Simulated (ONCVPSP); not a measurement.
# Pseudopotential generation for tin: ONCV, PBE

Aim: build the potential from the settings below, then test how well it stands in for the atom: other configurations, scattering, ghost states and the plane-wave cutoff that it needs.

The numbers are computed with ONCVPSP 4.0.1.1 (patched build) (PBE, scalar-relativistic, spin-unpolarised reference atom).

**1. Settings**

The settings as typed:

```
element                 : tin (Sn, Z = 50)
type                    : optimised norm-conserving Vanderbilt (ONCV)
frozen core             : [Ar] 3d10
valence charge          : 22
reference configuration : 4s2 4p6 4d10 5s2 5p2
partial waves           : 4s+5s: rc 1.20 bohr, ncon 4, nbas 7, qcut 7.8 1/bohr, 2 projectors; 4p+5p: rc 1.60 bohr, ncon 4, nbas 8, qcut 8.1 1/bohr, 2 projectors; 4d: rc 1.60 bohr, ncon 5, nbas 10, qcut 9.3 1/bohr, 1 projector
local potential         : polynomial inside 0.95 bohr (lpopt 5, dvloc0 4 Ha)
core correction         : not asked for
```

**2. The generation run**

Sn.dat reads:

```
# ATOM AND REFERENCE CONFIGURATION
# atsym  z   nc   nv     iexc    psfile
  Sn 50.00    6    5        4      upf
#
#   n    l    f
    1    0    2.00
    2    0    2.00
    2    1    6.00
    3    0    2.00
    3    1    6.00
    3    2   10.00
    4    0    2.00
    4    1    6.00
    4    2   10.00
    5    0    2.00
    5    1    2.00
#
# PSEUDOPOTENTIAL AND OPTIMIZATION
# lmax
    2
#
#   l,   rc,      ep,       ncon, nbas, qcut
    0    1.20    0.00    4    7    7.80
    1    1.60    0.00    4    8    8.10
    2    1.60    0.00    5   10    9.30
#
# LOCAL POTENTIAL
# lloc, lpopt,  rc(5),   dvloc0
    4    5    0.95    4.00
#
# VANDERBILT-KLEINMAN-BYLANDER PROJECTORs
# l, nproj, debl
    0    2    3.00
    1    2    1.90
    2    1    2.20
#
# MODEL CORE CHARGE
# icmod, fcfact, rcfact
    0    0.00    0.00
#
# LOG DERIVATIVE ANALYSIS
# epsh1, epsh2, depsh
   -6.00    5.00    0.04
#
# OUTPUT GRID
# rlmax, drl
    6.00    0.01
#
# TEST CONFIGURATIONS
# ncnf
    4
# nvcnf
#   n    l    f
    5
    4    0    2.00
    4    1    6.00
    4    2   10.00
    5    0    2.00
    5    1    1.00
#
    5
    4    0    2.00
    4    1    6.00
    4    2   10.00
    5    0    2.00
    5    1    0.00
#
    5
    4    0    2.00
    4    1    6.00
    4    2   10.00
    5    0    1.00
    5    1    0.00
#
    5
    4    0    2.00
    4    1    5.00
    4    2   10.00
    5    0    2.00
    5    1    2.00
#
```

On the command line:

```
$ oncvpsp.x < Sn.dat > Sn.out
```

**Question.** What will these runs give? Wanted: cutoffs for 1 and 0.1 mHa per electron, occupied waves; bound ghosts; GHOST(+) flags; largest test error; largest phase difference near zero energy, channels read.

The runs gave:

```
                                                quantity                               value
  cutoffs for 1 and 0.1 mHa per electron, occupied waves                     41 Ha and 84 Ha
                                            bound ghosts                          none found
                                          GHOST(+) flags                         s at 317 eV
                            largest test error (AE − PS)  -156 meV, for 4s2 4p5 4d10 5s2 5p2
largest phase difference near zero energy, channels read                           0.003 rad
```

The worst unpolarised test, 4s2 4p5 4d10 5s2 5p2, is off by 156 meV on 97.5 eV; by total energies transferability rates as fair for so large an energy. That test lies far up in energy; among those under 40 eV, nearer to bonding, the largest error is 4.8 meV. By its cutoff, 41 Ha for the looser tolerance, it is hard. At the looser tolerance the 4s wave is the slowest; 4d needs 35 Ha. It is free of bound ghosts as far as tested. Near zero energy the phases of the channels with partial waves agree within 0.003 rad. The program also flags highly localised states, GHOST(+) (s). All of this concerns the isolated atom, not yet a solid.
